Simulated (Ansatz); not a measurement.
# BBrF2: basis-set convergence

The task here is to estimate one member of a computed series from the others.

The runs use Ansatz 0.2.0, Gaussian basis; one geometry, several basis sets.

Levels to be run: PBE0-D4/def2-SVP; ωB97M-V/def2-SVP; PBE0-D4/def2-QZVPP; ωB97M-V/def2-QZVPP; the functionals' def2-TZVPP values are taken from earlier runs.

### Structure used throughout

An earlier PBE0-D4 in a triple-zeta def2 set relaxation fixed the geometry.

4 atoms, charge 0, spin multiplicity 1.

Atoms are counted from 1 here; the program's logs count them from 0.

Bond lengths: F1–B2 1.309 Å, B2–F3 1.309 Å, B2–Br4 1.903 Å. Angles: F1–B2–F3 119.2°, F1–B2–Br4 120.4°, F3–B2–Br4 120.4°.

Set-up of the first run:

The input, in.yaml:

```yaml
crystal:
  periodic: [false, false, false]
  atoms:
    - {symbol: F, position_ang: [-0.200871, -1.381466, -0.117516]}
    - {symbol: B, position_ang: [-0.114164, -0.078498, -0.027516]}
    - {symbol: F, position_ang: [-1.199664, 0.643720, -0.143426]}
    - {symbol: Br, position_ang: [1.570099, 0.755944, 0.268257]}
basis:
  gaussian: {orbitals: def2-SVP}
hamiltonian: {xc: pbe0, dispersion: d4}
output: {orbitals: {seedname: orbitals}}
```

The run is started by

```console
ansatz run in.yaml --threads 4 --pin off --events-out ev --progress --plain --max-ram 10444MiB
```

Among the steps run: PBE0-D4 in def2-SVP; ωB97M-V in def2-SVP; PBE0-D4 in def2-QZVPP; ωB97M-V in def2-QZVPP.

One of the session's tables, all rows but one given; the rest of the session is left out.

It belongs to the step «Functionals by basis». 

| functional | basis | HOMO (eV) | LUMO (eV) |
| --- | --- | --- | --- |
| PBE0-D4 | def2-SVP | -8.94 | -0.21 |
| PBE0-D4 | def2-TZVPP | -9.08 | -0.40 |
| PBE0-D4 | def2-QZVPP | ? | ? |
| ωB97M-V | def2-SVP | -11.17 | 2.01 |
| ωB97M-V | def2-TZVPP | -11.34 | 1.72 |
| ωB97M-V | def2-QZVPP | -11.36 | 1.59 |

**Question.** Estimate the row for PBE0-D4, def2-QZVPP.

The run gave: HOMO (eV): -9.10; LUMO (eV): -0.44. In the column «HOMO (eV)» it lies between ωB97M-V, def2-SVP (-11.17) and PBE0-D4, def2-TZVPP (-9.08).
